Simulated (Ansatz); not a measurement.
Run this with Ansatz 0.2.0 through its Python package and show what comes out.

Contents of `POSCAR`:
```text
GaGe3
1.0
   4.32388000    0.04314000    0.01424000
   0.04314000    4.39494000   -0.02058000
   0.01424000   -0.02058000    4.23276000
Ga Ge
1 3
Direct
   0.98492000    0.98742000    0.99608000
   0.01160000    0.48587000    0.47103000
   0.50007000    0.04765000    0.53090000
   0.48218000    0.50590000    0.98612000
```

The script, `gage3.py`:
```python
# -*- coding: utf-8 -*-
"""Single point of GaGe3, atoms off their sites."""

from pathlib import Path

import ansatz as az
from ase.io import read
import numpy as np
from pymatgen.core import Structure
from pymatgen.symmetry.analyzer import SpacegroupAnalyzer

CUTOFF = 530
KGRID = (4, 3, 4)
FUNCTIONAL = "r2SCAN"
FILLING = "cold"
SIGMA = 0.1

atoms = read("POSCAR", format="vasp")
crystal = az.Crystal.from_ase(atoms)

# functional, basis and sampling
base = (
    crystal.calculation()
    .basis(CUTOFF)
    .kpoints(*KGRID)
    .functional(FUNCTIONAL)
    .occupations(FILLING, width=SIGMA)
    .pseudopotentials("paw")
    .compute(density=True, potential=True, electron_localization_function=True, output_files={"volumetric_format": "npy"}, band_table=True)
)
out = base.run()
summary = out.report

n_atoms = len(summary["lattice"]["sites"])
print("F =", round(summary["free_energy_ev"], 4), "eV for", n_atoms, "atoms")
print("E(sigma -> 0) =", round(summary["energy_sigma0_ev"], 4), "eV, TS =", round(summary["entropy_ts_ev"], 5), "eV")
print("closed by", summary["closed_by"], "after", summary["n_iterations"], "iterations")

final = Structure(out.lattice.cell_ang, [s.symbol for s in out.lattice.sites], [s.position_frac for s in out.lattice.sites])
analyser = SpacegroupAnalyzer(final, symprec=0.01)
standard = analyser.get_conventional_standard_structure()
print(analyser.get_crystal_system(), analyser.get_space_group_symbol(), len(standard), "atoms in the conventional cell")
print("a b c (A):", [round(x, 4) for x in standard.lattice.abc], " angles:", [round(x, 2) for x in standard.lattice.angles])
print(f"mass density {float(final.density):.3f} g/cm^3")

folder = Path(out.write_results("fields"))
print("densities in e/A^3, potentials in eV, ELF without unit")
for name in sorted(p.name for p in folder.glob("*.npy")):
    field = np.load(folder / name)
    print(f"{name:16s} {str(field.shape):16s} min {field.min():10.4f}  mean {field.mean():10.4f}  max {field.max():10.4f}")

rho = out.density()
total = sum(ch.density_e_per_ang3 for ch in rho.channels[:2]) if len(rho.channels) < 3 else rho.channels[0].density_e_per_ang3
print("grid", rho.dims, "electrons", round(float(total.mean() * rho.cell_volume_ang3), 4))
print(f"density range {total.min():.4f} to {total.max():.4f} e/A^3")
print(np.array2string(total[:: max(rho.dims[0] // 8, 1), :: max(rho.dims[1] // 8, 1), 0], precision=3, suppress_small=True))

print("band  energy (eV)  occupation, at k =", summary["kpoints_frac"][0])
for band, (e, occ) in enumerate(zip(summary["eigenvalues_ev"][0], summary["occupations"][0]), start=1):
    print(f"{band:4d} {e:12.4f} {occ:9.4f}")
```

```console
$ python gage3.py
F = -16697.2224 eV for 4 atoms
E(sigma -> 0) = -16697.2228 eV, TS = -0.00138 eV
closed by deck_thresholds after 7 iterations
triclinic P1 4 atoms in the conventional cell
a b c (A): [4.2328, 4.3241, 4.3952]  angles: [91.13, 90.54, 90.38]
mass density 5.939 g/cm^3
densities in e/A^3, potentials in eV, ELF without unit
elf.npy          (36, 36, 32)     min     0.0126  mean     0.3188  max     0.6431
rho.npy          (36, 36, 32)     min     0.0585  mean     0.6839  max    55.9895
v_es.npy         (36, 36, 32)     min   -39.7248  mean     5.1008  max    12.8981
v_tot.npy        (36, 36, 32)     min   -65.7195  mean    -5.7072  max     7.5564
grid (36, 36, 32) electrons 55.0
density range 0.0585 to 55.9895 e/A^3
[[48.029  2.933  0.277  0.098  0.065  0.07   0.122  0.406  7.194]
 [ 2.91   0.723  0.2    0.106  0.096  0.105  0.134  0.278  1.125]
 [ 0.288  0.203  0.141  0.163  0.238  0.258  0.201  0.183  0.245]
 [ 0.102  0.102  0.149  0.351  1.139  1.332  0.431  0.182  0.114]
 [ 0.066  0.083  0.185  0.776 17.354 23.701  1.04   0.214  0.087]
 [ 0.071  0.088  0.182  0.661  8.706 10.501  0.792  0.2    0.089]
 [ 0.13   0.125  0.151  0.291  0.614  0.637  0.314  0.16   0.127]
 [ 0.448  0.286  0.16   0.141  0.171  0.176  0.153  0.177  0.316]
 [ 8.371  1.206  0.233  0.101  0.078  0.081  0.118  0.298  1.913]]
band  energy (eV)  occupation, at k = [0.0, 0.0, 0.0]
   1     -15.7018    2.0000
   2     -15.6925    2.0000
   3     -15.6833    2.0000
   4     -15.6811    2.0000
   5     -15.6480    2.0000
   6     -15.6349    2.0000
   7     -15.6185    2.0000
   8     -15.6064    2.0000
   9     -15.5986    2.0000
  10     -15.5981    2.0000
  11     -15.5856    2.0000
  12     -15.5695    2.0000
  13     -15.5580    2.0000
  14     -15.5499    2.0000
  15     -15.5404    2.0000
  16      -5.5609    2.0000
  17      -5.5532    2.0000
  18      -5.5455    2.0000
  19      -5.5448    2.0000
  20      -5.5376    2.0000
  21      -3.2199    2.0000
  22       3.7032    2.0000
  23       4.1290    2.0000
  24       5.4100    2.0000
  25       5.8355    2.0000
  26       6.1807    2.0000
  27       6.7126    2.0000
  28      12.0074    0.0000
  29      12.4229    0.0000
  30      12.6107    0.0000
  31      13.2930    0.0000
  32      13.4095    0.0000
  33      13.7056    0.0000
```

What to keep in mind:
- Total energies depend on the potentials; only differences at equal settings carry meaning. A total without «per atom» is that of the cell as typed.
- Under cold or Methfessel-Paxton smearing the entropy term is a generalised one and can be negative.
- The computed bands are complete only to about 3.3 eV above the Fermi level.
- The mesh is modest for a metal, so energies can be off by several to tens of meV an atom and pressures by half a GPa or more; differences at equal mesh fare better.
- The fields are valence quantities on the plane-wave grid; their values near the nuclei depend on the potentials.
- The cell is a database structure, distorted on purpose.
- Levels are Kohn-Sham eigenvalues on this mesh, without spin-orbit coupling.
- Finished in 6.8 s on 1 thread of AMD EPYC 9R45 96-Core Processor (Zen 5) (shared host), peak memory 0.61 GiB.

(A comment or docstring line of the script was reworded after the run, the code is as it ran; lines on the test bed's own set-up are left out of the output.)
